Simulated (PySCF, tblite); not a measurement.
**C₆H₁₁PSi: geometry, infrared bands and NMR shifts**

Wanted: the infrared bands and NMR shifts of C₆H₁₁PSi (`Cc1[pH]cc([SiH3])c1C`), by calculation.

The runs use tblite 0.8.0 and PySCF 2.14.0, with density-fitted response routines of our own; the level of theory stands in each step. All values are computed, except where a source is named. Atoms count from 0, in the outputs and in this text.

### 1 The starting structure

19 atoms, charge 0, multiplicity 1; geometry from: force field or distance geometry start.

Bonds of the start (Å): C0–C1 1.49, C1–P2 1.92, P2–C3 1.85, C3–C4 1.37, C4–Si5 1.87, C4–C6 1.35, C6–C7 1.52, C6–C1 1.35, C0–H8 1.09, C0–H9 1.13, C0–H10 1.12, P2–H11 1.46, C3–H12 1.09, Si5–H13 1.46, Si5–H14 1.45, Si5–H15 1.44, C7–H16 1.10, C7–H17 1.09, C7–H18 1.12.

### 2 Optimising the geometry with GFN2-xTB

The job: settings as JSON, then the geometry in Å.

```
{"job": {"kind": "relax", "xc": "GFN2-xTB", "basis": "xTB"}, "charge": 0, "multiplicity": 1}
C     -2.625700    -0.116900    -0.222900
C     -1.272100     0.444800     0.064500
P     -0.916300     2.224000     0.683600
C      0.874100     1.746100     0.668000
C      1.030700     0.441100     0.279200
Si     2.733500    -0.322300     0.163400
C     -0.101400    -0.225600    -0.045700
C     -0.059700    -1.671700    -0.500500
H     -2.603200    -0.973800    -0.899600
H     -3.295900     0.719100    -0.594000
H     -3.079200    -0.429100     0.749100
H     -1.678500     3.342300     0.127100
H      1.671200     2.421900     0.975300
H      3.743200     0.702900    -0.068000
H      3.069400    -1.066800     1.361200
H      2.706700    -1.213800    -0.971200
H      0.102600    -1.744900    -1.585100
H      0.739500    -2.131200     0.079100
H     -1.048700    -2.136900    -0.271000
```

Started as:

```console
> OMP_NUM_THREADS=1 python probes_run.py task.json out
```

The driver reads the jobs from task.json and runs them one after another.

**Question.** This job is followed by: GFN2-xTB harmonic vibrations, gas phase; GIAO PBE0/pcSseg-1 NMR shielding, non-relativistic, gas phase. What will the session give for the following? strongest single infrared mode (GFN2-xTB); zero-point energy (GFN2-xTB); 13C shifts against TMS (PBE0/pcSseg-1); 1H shifts against TMS (PBE0/pcSseg-1, means over atoms taken as alike); 31P shifts against H3PO4 (PBE0/pcSseg-1); 29Si shifts against TMS (PBE0/pcSseg-1); surface potential, 1st and 99th percentile.

As calculated:

| quantity | value |
| --- | --- |
| strongest single infrared mode (GFN2-xTB) | 2231 cm⁻¹, 356 km/mol |
| zero-point energy (GFN2-xTB) | 88.6 kcal/mol |
| 13C shifts against TMS (PBE0/pcSseg-1) | 157.1, 154.4, 151.1, 146.9, 17.0, 15.7 ppm |
| 1H shifts against TMS (PBE0/pcSseg-1, means over atoms taken as alike) | 7.15, 5.05, 4.39, 2.32, 2.31 ppm |
| 31P shifts against H3PO4 (PBE0/pcSseg-1) | -54.0 ppm |
| 29Si shifts against TMS (PBE0/pcSseg-1) | -79.8 ppm |
| surface potential, 1st and 99th percentile | -0.76 V and 0.80 V |

**Reading.** Over 123 steps the energy fell by 1.506 eV; of the close pairs, C4–C6 changed most, 1.353 to 1.454 Å. All 51 modes are real, so the xTB geometry is a minimum. The strongest single mode, at 2231 cm⁻¹, moves mainly H15. GFN2-xTB is a fitted tight-binding method: band positions and strengths are rough. Its intensities can rank the bands wrongly. At PBE0/pcSseg-1: The largest span, 224 ppm, is at C3, where the paramagnetic term is -227 ppm. By nearest atom (PBE0/pcSseg-1), the HOMO sits on C1 30 %; C3, C6 about 21 % each and the LUMO on C3 23 %; C1, C4 about 16 % each.
